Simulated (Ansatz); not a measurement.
# InH3 (SMILES [InH3]): revPBE/STO-3G

Aim: the electronic atomisation energy of InH3 at revPBE/STO-3G, from 3 runs. 

The calculation is run with Ansatz 0.2.0.

29 further runs of the same task are left out: 1 that didn't finish, 28 set aside as unsound or not needed.

## Step 1: The structure to begin with

InH3: 4 atoms, total charge 0, spin state singlet. SMILES: `[InH3]`. The shape is that of a PBE0-D4/def2-TZVP optimisation.

Bond lengths: In1–H2 1.724 Å, In1–H3 1.724 Å, In1–H4 1.724 Å. Angles: H2–In1–H3 120.0°, H2–In1–H4 120.0°, H3–In1–H4 120.0°.

## Step 2: A single-point energy at revPBE/STO-3G

input.yaml reads:

```yaml
basis:
  gaussian:
    orbitals: STO-3G
crystal:
  periodic: [false, false, false]
  atoms:
    - {symbol: In, position_ang: [0.013900, -0.015100, -0.005100]}
    - {symbol: H, position_ang: [0.415500, 1.516000, 0.678200]}
    - {symbol: H, position_ang: [-1.095600, -0.107300, -1.321400]}
    - {symbol: H, position_ang: [0.721800, -1.454000, 0.628000]}
hamiltonian:
  xc: {name: revPBE}
accuracy: high
```

Command:

```sh
$ ansatz run input.yaml --threads 1 --pin off --max-ram 2610MiB --events-out events.jsonl --progress --plain --runs-dir runs
```

What it wrote:

```text
Warning: RAYON_NUM_THREADS=1 ignored (pool sized by the plan → 1); use --threads N
Functional definition: revPBE
  name "revPBE"
  parameter kappa = 1.245
  parameter beta = 0.06672455060314922
  exchange = pbe_x(kappa = kappa, mu = beta*pi^2/3)
  correlation = pbe_c(beta = beta)
526 factors; integrals over basis functions are off by at most 3.8e-9 eV
mean field evaluation 1: about -154729.2377 eV, gradient 2.5e1 eV
mean field evaluation 2: about -154730.3148 eV, gradient 1.7e1 eV
mean field evaluation 4: about -154731.6642 eV, gradient 1.3e-1 eV
mean field evaluation 8: about -154731.6029 eV, gradient 1.4e-3 eV
mean field -154731.60293449 eV, -5686.2815269952 hartree, gradient 4.6e-9 eV, S^2 0.000000; 0 other end points of the search recorded, 0 dependent functions left out
reference -154731.60293667 eV, -5686.2815270753 hartree; 26, 26 occupied and 4, 4 virtual orbitals, 526 factors
Total energy: -154731.60293667 eV, -5686.2815270753 hartree
```

Wall time 1.4 s (1 thread of Arm Neoverse V1, shared host); peak memory 0.092 GiB.

## Step 3: The H atom at the same level

in.yaml reads:

```yaml
crystal:
  periodic: [false, false, false]
  atoms:
    - symbol: H
      position_ang: [0.000000, 0.000000, 0.000000]
basis:
  gaussian:
    orbitals: STO-3G
magnetization:
  spin_polarized: true
  initial_magnetization: 1
hamiltonian:
  xc: {name: revPBE}
accuracy: high
```

Command:

```sh
$ ansatz run in.yaml --threads 1 --pin off --max-ram 2610MiB --events-out events.jsonl --progress --plain --runs-dir runs
```

What it wrote:

```text
Warning: RAYON_NUM_THREADS=1 ignored (pool sized by the plan → 1); use --threads N
Functional definition: revPBE
  name "revPBE"
  parameter kappa = 1.245
  parameter beta = 0.06672455060314922
  exchange = pbe_x(kappa = kappa, mu = beta*pi^2/3)
  correlation = pbe_c(beta = beta)
1 factors; integrals over basis functions are off by at most 4.6e-10 eV
mean field evaluation 1: about -12.7921 eV, gradient 0.0e0 eV
mean field evaluation 2: about -12.7921 eV, gradient 0.0e0 eV
mean field -12.79208501 eV, -0.4701004535 hartree, gradient 0.0e0 eV, S^2 0.750000; 0 other end points of the search recorded, 0 dependent functions left out
reference -12.79208638 eV, -0.4701005037 hartree; 1, 0 occupied and 0, 1 virtual orbitals, 1 factors
Total energy: -12.79208638 eV, -0.4701005037 hartree
```

Run time: 0.08 s. Hardware: 1 thread of Arm Neoverse V1, shared host.

## Step 4: The In atom

in.yaml reads:

```yaml
crystal:
  periodic: [false, false, false]
  atoms:
    - {symbol: In, position_ang: [0.000000, 0.000000, 0.000000]}
basis:
  gaussian: {orbitals: STO-3G}
magnetization: {spin_polarized: true, initial_magnetization: 1}
hamiltonian: {xc: {name: revPBE}}
accuracy: high
```

Run the same way, it converges to -5684.37539 Eh (log not shown).

## Step 5: Outcome

Level: revPBE/STO-3G.

```
                     quantity           value
       molecule: total energy  -5686.28153 Eh
         H atom: total energy     -0.47010 Eh
                 H atom: ⟨S²⟩           0.750
        In atom: total energy  -5684.37539 Eh
                In atom: ⟨S²⟩           0.750
electronic atomisation energy       13.492 eV
```

In words: Taking the molecule apart into free atoms costs 13.49 eV (311 kcal/mol), before zero-point energy and without spin-orbit coupling. In a minimal basis such a difference can be off by several eV, whatever the method. Relativity is left out (molecule) although the molecule holds a heavy atom. Relativity is left out (In atom) although the molecule holds a heavy atom.
